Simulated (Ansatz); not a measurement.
# InCo2Cl6: the cost of one run

Computed with Ansatz 0.2.0 (reference: DFT r2SCAN, plane waves, PAW, scalar-relativistic, no spin polarisation, unless a step's input says otherwise).

## (1) The system as given

The structure is cubic, space group Fm-3m (No. 225). The conventional cell has a = 10.173 Å, b = 10.173 Å, c = 10.173 Å, α = 90.00°, β = 90.00°, γ = 90.00°. Around Co (site symmetry -43m) lie 12 Cl at 3.62 Å. In (site symmetry m-3m) is surrounded by 6 Cl at 2.14 Å. Around Cl (site symmetry 4mm) lie 1 In at 2.14 Å.

Coordinates:

```xyz
9
Lattice="0.0000 5.0867 5.0867 5.0867 0.0000 5.0867 5.0867 5.0867 0.0000" Properties=species:S:1:pos:R:3 pbc="T T T"
Co    2.5434    2.5434    2.5434
Co    7.6301    7.6301    7.6301
In    5.0867    5.0867    5.0867
Cl    5.0867    2.9442    5.0867
Cl    7.2293    5.0867    5.0867
Cl    5.0867    7.2293    5.0867
Cl    2.9442    5.0867    5.0867
Cl    5.0867    5.0867    2.9442
Cl    5.0867    5.0867    7.2293
```

## (2) Baseline

Contents of input.yaml:

```yaml
crystal:
  lattice:
    - [0.0, 5.086743, 5.086743]
    - [5.086743, 0.0, 5.086743]
    - [5.086743, 5.086743, 0.0]
  atoms:
    - { symbol: Co, position: [0.25, 0.25, 0.25] }
    - { symbol: Co, position: [0.75, 0.75, 0.75] }
    - { symbol: In, position: [0.5, 0.5, 0.5] }
    - { symbol: Cl, position: [0.2894, 0.7106, 0.2894] }
    - { symbol: Cl, position: [0.2894, 0.7106, 0.7106] }
    - { symbol: Cl, position: [0.7106, 0.2894, 0.7106] }
    - { symbol: Cl, position: [0.7106, 0.2894, 0.2894] }
    - { symbol: Cl, position: [0.2894, 0.2894, 0.7106] }
    - { symbol: Cl, position: [0.7106, 0.7106, 0.2894] }
  symmetry: { tolerance: 0.0003 }
kpoints:
  mp_grid: { grid: [3, 3, 3], shift: [0, 0, 0] }
magnetization:
  spin_polarized: false
scf:
  occupations: { method: fermi_dirac }
hamiltonian:
  pseudopotentials: { kind: paw }
  xc: r2scan
basis:
  ecutwfc: 500
output:
  forces: true
  stress: true
  eigenvalues: true
  write_density: true
  write_potential: true
  elf: true
  volumetric_format: npy
```

On the command line:

```
> ansatz run input.yaml --threads 1 --pin off --max-ram 2560MiB --backend cpu --events-out ev --progress --plain --runs-dir out
```

**Question.** How long does this run take on 1 thread of Arm Neoverse V1, shared host, and how much memory does it need?

About 31 s, with a peak of 1.2 GiB.
